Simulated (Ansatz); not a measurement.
**GeH2ClO (SMILES [O][GeH2][Cl]): UB3LYP/6-31G(d) (spherical functions)**

Aim: the electronic atomisation energy of GeH2ClO at UB3LYP/6-31G* (spherical functions), from 5 runs. 

Program for the calculation: Ansatz 0.2.0.

74 further runs of the same task are left out: 1 that didn't finish, 73 set aside as unsound or not needed.

### 1 The structure to begin with

The species is GeH2ClO (5 atoms), meant as a doublet with charge 0. As SMILES, `[O][GeH2][Cl]`. The shape is that of a PBE0-D4/def2-TZVP optimisation.

Bond lengths: O1–Ge2 1.781 Å, Ge2–Cl3 2.144 Å, Ge2–H4 1.531 Å, Ge2–H5 1.531 Å. Angles: O1–Ge2–Cl3 110.8°, O1–Ge2–H4 106.5°, O1–Ge2–H5 106.5°, Cl3–Ge2–H4 108.2°, Cl3–Ge2–H5 108.2°, H4–Ge2–H5 116.7°.

### 2 A single-point energy at UB3LYP/6-31G(d) (spherical functions)

Contents of molecule.yaml:

```yaml
crystal:
  periodic: [false, false, false]
  atoms:
    - {symbol: O, position_ang: [-0.272400, -0.591800, 1.625500]}
    - {symbol: Ge, position_ang: [0.123700, -0.081200, -0.034500]}
    - {symbol: Cl, position_ang: [-1.347100, 1.290100, -0.778900]}
    - {symbol: H, position_ang: [0.081000, -1.343800, -0.899000]}
    - {symbol: H, position_ang: [1.464600, 0.653000, 0.045400]}
basis:
  gaussian:
    orbitals: 6-31G_st_-spherical.json
magnetization:
  spin_polarized: true
  initial_magnetization: 1
hamiltonian:
  xc: {name: B3LYP}
accuracy: high
output: {orbitals: {seedname: orbitals}}
```

The basis set 6-31G* is read from a file made from the Basis Set Exchange's data (not shown).

Launch:

```sh
ansatz run molecule.yaml --threads 1 --pin off --max-ram 3480MiB --events-out events.jsonl --progress --plain --runs-dir runs
```

What it wrote:

```text
Warning: RAYON_NUM_THREADS=1 ignored (pool sized by the plan → 1); use --threads N
Functional definition: B3LYP
  name "B3LYP"
  parameter a0 = 0.2
  parameter ax = 0.72
  parameter ac = 0.81
  exchange = (1 - a0 - ax)*slater_x + ax*b88_x + a0*exact_x
  correlation = (1 - ac)*vwn_rpa_c + ac*lyp_c
1378 factors; integrals over basis functions are off by at most 4.6e-9 eV
mean field evaluation 1: about -71099.2168 eV, gradient 5.0e1 eV
mean field evaluation 2: about -70919.8490 eV, gradient 1.4e2 eV
mean field evaluation 4: about -71111.9474 eV, gradient 1.2e1 eV
mean field evaluation 8: about -71112.7395 eV, gradient 3.1e-1 eV
mean field evaluation 16: about -71112.8143 eV, gradient 6.3e-4 eV
mean field evaluation 32: about -71112.8143 eV, gradient 2.4e-7 eV
mean field -71112.81425168 eV, -2613.3477217523 hartree, gradient 6.4e-8 eV, S^2 0.753726; 2 other end points of the search recorded, 0 dependent functions left out
reference -71112.81428871 eV, -2613.3477231135 hartree; 30, 29 occupied and 38, 39 virtual orbitals, 1378 factors
Total energy: -71112.81428871 eV, -2613.3477231135 hartree
```

Wall time 20 s (1 thread of Intel Xeon Platinum 8259CL at 2.50GHz (Skylake/Cascade Lake), shared host); peak memory 0.35 GiB.

### 3 The Cl atom

Contents of molecule.yaml:

```yaml
basis:
  gaussian:
    orbitals: 6-31G_st_-spherical.json
crystal:
  periodic: [false, false, false]
  atoms:
    - {symbol: Cl, position_ang: [0.000000, 0.000000, 0.000000]}
magnetization:
  spin_polarized: true
  initial_magnetization: 1
accuracy: high
hamiltonian:
  xc: {name: B3LYP}
```

The basis set 6-31G* is read from a file made from the Basis Set Exchange's data (not shown).

Launch:

```sh
ansatz run molecule.yaml --threads 1 --pin off --max-ram 3480MiB --events-out events.jsonl --progress --plain --runs-dir runs
```

What it wrote, shortened:

```text
Warning: RAYON_NUM_THREADS=1 ignored (pool sized by the plan → 1); use --threads N
[... 7 set-up lines as earlier in the session ...]
140 factors; integrals over basis functions are off by at most 3.1e-9 eV
mean field evaluation 1: about -12520.7929 eV, gradient 3.0e0 eV
mean field evaluation 2: about -12520.8430 eV, gradient 1.0e0 eV
mean field evaluation 4: about -12520.8501 eV, gradient 3.8e-1 eV
mean field evaluation 8: about -12520.8510 eV, gradient 2.2e-4 eV
mean field evaluation 16: about -12520.8510 eV, gradient 5.1e-6 eV
mean field -12520.85099785 eV, -460.1327872334 hartree, gradient 3.0e-8 eV, S^2 0.751713; 0 other end points of the search recorded, 0 dependent functions left out
reference -12520.85102068 eV, -460.1327880722 hartree; 9, 8 occupied and 9, 10 virtual orbitals, 140 factors
Total energy: -12520.85102068 eV, -460.1327880722 hartree
```

Wall time 0.87 s (1 thread of Intel Xeon Platinum 8259CL at 2.50GHz (Skylake/Cascade Lake), shared host); peak memory 0.1 GiB.

### 4 The Ge atom at the same level

Contents of job.yaml:

```yaml
crystal:
  periodic: [false, false, false]
  atoms:
    - {symbol: Ge, position_ang: [0.000000, 0.000000, 0.000000]}
basis:
  gaussian: {orbitals: 6-31G_st_-spherical.json}
magnetization: {spin_polarized: true, initial_magnetization: 2}
hamiltonian: {xc: {name: B3LYP}}
accuracy: high
```

The basis set 6-31G* is read from a file made from the Basis Set Exchange's data (not shown).

Run the same way, it converges to -2076.68559 Eh (log not shown).

### 5 The H atom

Contents of run.yaml:

```yaml
crystal:
  periodic: [false, false, false]
  atoms:
    - {symbol: H, position_ang: [0.000000, 0.000000, 0.000000]}
basis:
  gaussian:
    orbitals: "6-31G*"
magnetization:
  spin_polarized: true
  initial_magnetization: 1
hamiltonian:
  xc: {name: B3LYP}
accuracy: high
```

Run the same way, it converges to -0.50027 Eh (log not shown).

### 6 The O atom at the same level

Contents of in.yaml:

```yaml
crystal:
  periodic: [false, false, false]
  atoms:
    - symbol: O
      position_ang: [0.000000, 0.000000, 0.000000]
basis:
  gaussian: {orbitals: 6-31G_st_-spherical.json}
magnetization: {spin_polarized: true, initial_magnetization: 2}
hamiltonian: {xc: {name: B3LYP}}
accuracy: high
```

The basis set 6-31G* is read from a file made from the Basis Set Exchange's data (not shown).

Run the same way, it converges to -75.05940 Eh (log not shown).

### 7 What came out

At UB3LYP/6-31G* (spherical functions):

```
                                    quantity           value
                      molecule: total energy  -2613.34772 Eh
molecule: HOMO energy (highest over α and β)        -8.56 eV
 molecule: LUMO energy (lowest over α and β)        -4.96 eV
                              molecule: ⟨S²⟩           0.754
                       Cl atom: total energy   -460.13279 Eh
                               Cl atom: ⟨S²⟩           0.752
                       Ge atom: total energy  -2076.68559 Eh
                               Ge atom: ⟨S²⟩           2.002
                        H atom: total energy     -0.50027 Eh
                                H atom: ⟨S²⟩           0.750
                        O atom: total energy    -75.05940 Eh
                                O atom: ⟨S²⟩           2.002
               electronic atomisation energy       12.773 eV
```

**Reading.** Taking the molecule apart into free atoms costs 12.77 eV (295 kcal/mol), before zero-point energy and without spin-orbit coupling.
